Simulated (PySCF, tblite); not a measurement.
# C₄H₉AlS: dynamics, then NMR shifts on frames, part 1 of 2

Aim: move C₄H₉AlS (`C#[C][AlH2-][S+](C)C`) away from its starting geometry and see how NMR shifts follow the geometry.

Computed with tblite 0.8.0 and PySCF 2.14.0, with density-fitted response routines of our own, on a single molecule in the gas phase. Atoms are numbered from 0 throughout.

## Step 1: The molecule as given

15 atoms, charge 0, multiplicity 1; geometry from: GFN2-xTB.

Bonds of the start (Å): C0–C1 1.21, C1–Al2 1.96, Al2–S3 2.48, S3–C4 1.81, S3–C5 1.81, C0–H6 1.06, Al2–H7 1.58, Al2–H8 1.56, C4–H9 1.09, C4–H10 1.09, C4–H11 1.09, C5–H12 1.09, C5–H13 1.09, C5–H14 1.09.

## Step 2: Dynamics with GFN2-xTB

The job: settings as JSON, then the geometry in Å.

```
{"job": {"kind": "md", "xc": "GFN2-xTB", "basis": "xTB", "temperature": 300, "steps": 2000, "every": 50, "frames": 5}, "charge": 0, "multiplicity": 1}
C      3.341422    -1.136644    -0.759878
C      2.478561    -0.342344    -0.450487
Al     1.159733     0.982779     0.131944
S     -0.711233     0.070988    -1.209519
C     -0.880624    -1.387686    -0.149730
C     -1.892668     1.195694    -0.420291
H      4.089996    -1.828060    -1.037425
H      0.460920     0.794734     1.533556
H      1.017488     2.426910    -0.451220
H     -1.918662    -1.706718    -0.145534
H     -0.255892    -2.161794    -0.584273
H     -0.536860    -1.159373     0.858625
H     -1.492238     1.550351     0.531284
H     -2.835173     0.676683    -0.276236
H     -2.029185     2.032471    -1.098383
```

Level: GFN2-xTB Langevin dynamics, gas phase.

Started as:

```sh
OMP_NUM_THREADS=1 python probes_run.py task.json out
```

One launch serves the whole session: the jobs run in the order shown.

Output:

```text
t/fs     T/K      E/eV
    0.0   239.3   -473.49499
   25.0   182.4   -473.29835
   50.0   180.7   -473.13837
   75.0   225.3   -473.14070
  100.0   278.0   -473.03437
  125.0   195.0   -472.94832
  150.0   253.3   -473.08553
  175.0   261.7   -472.99869
  200.0   318.4   -473.05373
  225.0   271.5   -473.02953
  250.0   320.0   -473.01458
  275.0   372.6   -472.93855
  300.0   385.2   -472.90550
  325.0   388.8   -472.98632
  350.0   242.1   -472.80147
  375.0   184.2   -472.79532
  400.0   204.3   -472.91640
  425.0   265.2   -473.00507
  450.0   228.0   -472.89693
  475.0   275.9   -473.04707
  500.0   261.0   -472.84390
  525.0   300.7   -472.96115
  550.0   290.5   -472.80541
  575.0   319.0   -472.81524
  600.0   275.0   -472.69488
  625.0   274.8   -472.75999
  650.0   250.5   -472.70758
  675.0   257.7   -472.70705
  700.0   383.4   -472.87528
  725.0   350.1   -472.95249
  750.0   349.4   -472.96983
  775.0   390.7   -473.03777
  800.0   250.0   -473.02003
  825.0   205.5   -473.09270
  850.0   152.9   -473.15630
  875.0   185.7   -473.17489
  900.0   241.7   -473.09594
  925.0   246.1   -473.08453
  950.0   303.0   -473.04051
  975.0   270.4   -473.03024
 1000.0   281.4   -472.97182
```

It took 44 s on 1 thread, shared host.

Distance from the start (root mean square after alignment): 0 fs 0.00 Å, 200 fs 0.44 Å, 400 fs 0.61 Å, 600 fs 0.47 Å, 800 fs 0.50 Å, 1000 fs 0.74 Å.

Positions (Å) and forces (eV/Å) at 1000 fs:

```xyz
15

C     2.658   -1.217    0.652   -1.065    0.622   -0.247
C     2.225   -0.106    0.375    0.886   -1.141   -0.049
Al    0.934    1.295    0.338   -0.645    0.921    0.695
S    -0.559    0.483   -1.436   -0.038   -0.512   -0.226
C    -0.947   -1.169   -0.761    0.519   -0.178   -0.334
C    -1.997    1.386   -0.806   -0.595    0.731   -0.505
H     2.707   -2.245    0.857    0.649   -0.222    0.102
H    -0.113    1.114    1.552    0.081   -0.003   -0.365
H     0.956    2.778   -0.204    0.008   -0.194   -0.106
H    -1.427   -1.846   -1.496    0.196    0.692    0.527
H    -0.025   -1.615   -0.383   -0.006    0.007   -0.233
H    -1.535   -0.897    0.087   -0.601   -0.536    0.434
H    -2.661    0.771   -0.173    0.476    0.288   -0.446
H    -2.556    1.742   -1.717    0.450   -0.197    1.063
H    -1.603    2.237   -0.215   -0.316   -0.278   -0.312
```

## Step 3: NMR shieldings: 250 fs, PBE0/pcSseg-1

The job: settings as JSON, then the geometry in Å.

```
{"job": {"kind": "nmr", "xc": "PBE0", "basis": "pcSseg-1", "pop": false}, "charge": 0, "multiplicity": 1}
C      3.097400    -1.037400    -1.199800
C      2.052100    -0.699600    -0.676100
Al     1.009000     0.897800     0.029900
S     -1.000900     0.248000    -1.310300
C     -1.098600    -1.214300    -0.277400
C     -2.156300     1.357700    -0.346400
H      3.833800    -1.464600    -1.833300
H      0.123600     0.715900     1.328600
H      1.345700     2.277900    -0.787200
H     -2.066200    -1.656700    -0.260600
H     -0.491300    -1.993500    -0.747800
H     -0.737700    -1.043900     0.725800
H     -1.514800     1.848700     0.390600
H     -2.866400     0.678600     0.044500
H     -2.545100     2.068600    -1.036300
```

Method: GIAO PBE0/pcSseg-1 NMR shielding, non-relativistic, gas phase.

Output:

```text
coarse grid: 13176 points
cycle   1  E = -797.7863984531  dE =  2.752e-01  |g| = 4.244e-01  |ddm| = 3.397e+00
cycle   2  E = -797.7733509292  dE =  1.305e-02  |g| = 4.750e-01  |ddm| = 9.605e-01
cycle   3  E = -797.8300996621  dE = -5.675e-02  |g| = 1.613e-01  |ddm| = 5.316e-01
cycle   4  E = -797.8364314419  dE = -6.332e-03  |g| = 3.972e-02  |ddm| = 1.370e-01
cycle   5  E = -797.8368463234  dE = -4.149e-04  |g| = 7.848e-03  |ddm| = 4.054e-02
cycle   6  E = -797.8368627425  dE = -1.642e-05  |g| = 2.483e-03  |ddm| = 1.205e-02
cycle   7  E = -797.8368643068  dE = -1.564e-06  |g| = 5.306e-04  |ddm| = 2.804e-03
final grid: 116816 points
cycle   8  E = -797.8766404386  dE = -2.623e-05  |g| = 7.750e-03  |ddm| = 2.533e-02
cycle   9  E = -797.8766336905  dE =  6.748e-06  |g| = 9.312e-03  |ddm| = 1.365e-02
cycle  10  E = -797.8766552503  dE = -2.156e-05  |g| = 6.044e-04  |ddm| = 7.861e-03
cycle  11  E = -797.8766553493  dE = -9.900e-08  |g| = 2.220e-04  |ddm| = 9.506e-04
cycle  12  E = -797.8766553572  dE = -7.825e-09  |g| = 1.401e-04  |ddm| = 2.465e-04
cycle  13  E = -797.8766553620  dE = -4.870e-09  |g| = 2.932e-05  |ddm| = 1.164e-04
cycle  14  E = -797.8766553623  dE = -2.312e-10  |g| = 5.256e-06  |ddm| = 3.309e-05
converged SCF energy = -797.8766553623

GIAO shielding tensors (ppm)
atom      isotropic    diamagn.    paramagn.     s11        s22        s33       span
  0 C       75.441     262.575    -187.134    -25.576     -5.782    257.682    283.258
  1 C       78.128     264.761    -186.633    -34.505    -15.005    283.893    318.398
  2 Al     423.856     793.571    -369.715    377.365    412.969    481.233    103.868
  3 S      621.731    1058.873    -437.142    458.564    615.018    791.611    333.047
  4 C      159.435     253.410     -93.975    141.781    148.158    188.365     46.584
  5 C      159.490     254.016     -94.527    136.455    151.612    190.402     53.947
  6 H       29.724      32.197      -2.472     24.178     24.532     40.463     16.284
  7 H       27.649      30.099      -2.450     24.477     28.007     30.464      5.987
  8 H       26.168      27.923      -1.755     23.160     24.468     30.877      7.717
  9 H       30.328      30.848      -0.520     24.887     27.515     38.581     13.695
 10 H       28.857      30.866      -2.008     23.521     26.768     36.283     12.762
 11 H       29.114      31.923      -2.809     24.710     28.499     34.134      9.424
 12 H       28.325      30.478      -2.154     22.039     29.169     33.766     11.727
 13 H       30.497      30.971      -0.474     25.052     28.679     37.759     12.706
 14 H       29.912      29.941      -0.029     24.786     26.909     38.040     13.254
```

Wall time 68 s (1 thread, shared host).

The references, computed at this level on geometries of the same kind, shield at (ppm): 1H TMS 31.72, 13C TMS 186.9, 33S CS2 504, 27Al AlH4- 490.0. Their shielding less the atom's gives the shift. The references are single molecules in the gas phase. Shifts against hydride references such as AlH4− lie on their own scale. Each atom is listed at this fixed geometry, with no averaging over motion; a spectrum would average atoms that exchange fast.

```tsv
atoms	environment	σ (ppm)	δ (ppm)
C0	terminal alkyne carbon	75.4	111.5
C1	alkyne carbon	78.1	108.8
C4	methyl carbon bonded to S	159.4	27.5
C5	methyl carbon bonded to S	159.5	27.4
H8	hydrogen on an aluminium bonded to C, S	26.17	5.55
H7	hydrogen on an aluminium bonded to C, S	27.65	4.07
H12	hydrogen on a methyl carbon bonded to S	28.32	3.39
H10	hydrogen on a methyl carbon bonded to S	28.86	2.86
H11	hydrogen on a methyl carbon bonded to S	29.11	2.60
H6	hydrogen on a terminal alkyne carbon	29.72	1.99
H14	hydrogen on a methyl carbon bonded to S	29.91	1.81
H9	hydrogen on a methyl carbon bonded to S	30.33	1.39
H13	hydrogen on a methyl carbon bonded to S	30.50	1.22
Al2	aluminium bonded to C, S, 2 H	423.9	66.1
S3	sulfur bonded to 2 C, Al	622	-118
```

The fields below are evaluated on a grid from the run's orbitals.

Frontier orbitals at PBE0/pcSseg-1, with the share of their density that lies nearest to each atom:

```tsv
orbital	energy (eV)	lies on
HOMO	-7.38	C0, C1 about 34 % each; H8 16 %; H7 6 %
LUMO	-0.38	Al2 35 %; H7, H8 about 13 % each; C0, C1 about 11 % each
```

ELF in a plane through or near 8 of the atoms.

Ten even steps from '0' (0.00) to '9' (1.00):
```
0000000000000000000000000000
0000000000000000000000000000
0000000000046410000000000000
0000000001799982000000000000
0000000002999994000000000000
0000000000799991000000000000
0000002200389940054100000000
0000025643300010388310000000
0000466786820164362420000000
0004993482772686544961000000
0004994182771365359994000000
0001565677710277207994000000
0000012454108831600320000000
0000000110079958991000000000
0000000000089959995000000000
0000000000038517992000000000
0000000000000000200000000000
0000000000000000000000000000
0000000000000000000000000000
0000000000000000000000000000
```
The map spans 14.2 Å across and 10.4 Å up, centred on the molecule. Atoms in the plane (x, y in Å): C0 (-3.6, 0.1), C1 (-2.4, 0.1), C4 (0.4, -1.5), C5 (2.3, 0.5), H8 (-0.8, 2.6), H9 (1.2, -2.3), H10 (-0.5, -2.0), H13 (2.7, -0.3).

On the surface of density 0.002 e/bohr³ the electrostatic potential runs, from the 1st to the 99th percentile, from -1.28 V near C1 to 1.79 V near Al2.

## Step 4: NMR shieldings: 425 fs, PBE0/pcSseg-1

The job: settings as JSON, then the geometry in Å.

```
{"job": {"kind": "nmr", "xc": "PBE0", "basis": "pcSseg-1", "pop": false}, "charge": 0, "multiplicity": 1}
C      2.636200    -1.236800    -1.027100
C      2.251700    -0.261800    -0.398300
Al     1.133400     1.234200     0.125000
S     -0.699700     0.152600    -1.106600
C     -0.868500    -1.607900    -0.581800
C     -1.997600     0.693300     0.031000
H      3.091200    -2.043000    -1.490800
H      0.332400     1.382900     1.477000
H      1.135400     2.654800    -0.668800
H     -1.855700    -1.901500    -0.869400
H     -0.110200    -2.226800    -1.062000
H     -0.859400    -1.595600     0.523300
H     -1.788500     0.422300     1.079700
H     -2.904300     0.183300    -0.215000
H     -2.144200     1.747300    -0.264000
```

Method: GIAO PBE0/pcSseg-1 NMR shielding, non-relativistic, gas phase.

Output:

```text
coarse grid: 13176 points
cycle   1  E = -797.7973685193  dE =  2.660e-01  |g| = 4.082e-01  |ddm| = 3.377e+00
cycle   2  E = -797.7871812240  dE =  1.019e-02  |g| = 4.562e-01  |ddm| = 9.432e-01
cycle   3  E = -797.8373920121  dE = -5.021e-02  |g| = 1.706e-01  |ddm| = 5.042e-01
cycle   4  E = -797.8445951744  dE = -7.203e-03  |g| = 3.559e-02  |ddm| = 1.380e-01
cycle   5  E = -797.8449251139  dE = -3.299e-04  |g| = 8.984e-03  |ddm| = 4.005e-02
cycle   6  E = -797.8449470767  dE = -2.196e-05  |g| = 2.732e-03  |ddm| = 1.280e-02
cycle   7  E = -797.8449490377  dE = -1.961e-06  |g| = 4.941e-04  |ddm| = 2.824e-03
final grid: 116816 points
cycle   8  E = -797.8843552069  dE = -2.632e-05  |g| = 8.171e-03  |ddm| = 2.451e-02
cycle   9  E = -797.8843466779  dE =  8.529e-06  |g| = 1.004e-02  |ddm| = 1.443e-02
cycle  10  E = -797.8843717988  dE = -2.512e-05  |g| = 6.573e-04  |ddm| = 8.358e-03
cycle  11  E = -797.8843719256  dE = -1.268e-07  |g| = 1.181e-04  |ddm| = 9.448e-04
cycle  12  E = -797.8843719291  dE = -3.451e-09  |g| = 3.770e-05  |ddm| = 1.724e-04
cycle  13  E = -797.8843719294  dE = -3.552e-10  |g| = 1.128e-05  |ddm| = 4.936e-05
converged SCF energy = -797.8843719294

GIAO shielding tensors (ppm)
atom      isotropic    diamagn.    paramagn.     s11        s22        s33       span
  0 C       79.153     259.140    -179.986     -8.701     -2.626    248.787    257.489
  1 C       81.111     265.101    -183.990    -28.265    -11.561    283.159    311.424
  2 Al     428.030     795.535    -367.506    379.133    434.113    470.842     91.709
  3 S      587.798    1060.170    -472.372    474.091    533.377    755.926    281.835
  4 C      151.555     253.737    -102.182    124.648    147.324    182.694     58.046
  5 C      156.726     252.164     -95.438    135.017    150.900    184.262     49.245
  6 H       30.531      32.550      -2.020     24.865     25.909     40.818     15.952
  7 H       27.609      30.450      -2.841     24.222     27.569     31.036      6.814
  8 H       26.726      28.697      -1.971     23.948     24.754     31.475      7.527
  9 H       29.969      31.724      -1.755     25.306     27.622     36.979     11.673
 10 H       28.712      32.011      -3.299     23.336     26.980     35.821     12.485
 11 H       29.332      32.510      -3.178     25.977     26.932     35.087      9.110
 12 H       29.050      31.095      -2.045     24.686     27.781     34.684      9.998
 13 H       30.297      30.955      -0.658     25.204     27.822     37.865     12.662
 14 H       28.723      29.550      -0.828     23.364     25.405     37.399     14.035
```

It took 44 s on 1 thread, shared host.

In short: δ C0 107.8, C1 105.8, C4 35.4, C5 30.2, H8 4.99, H7 4.11 ppm.

(Continued in part 2 of 2.)
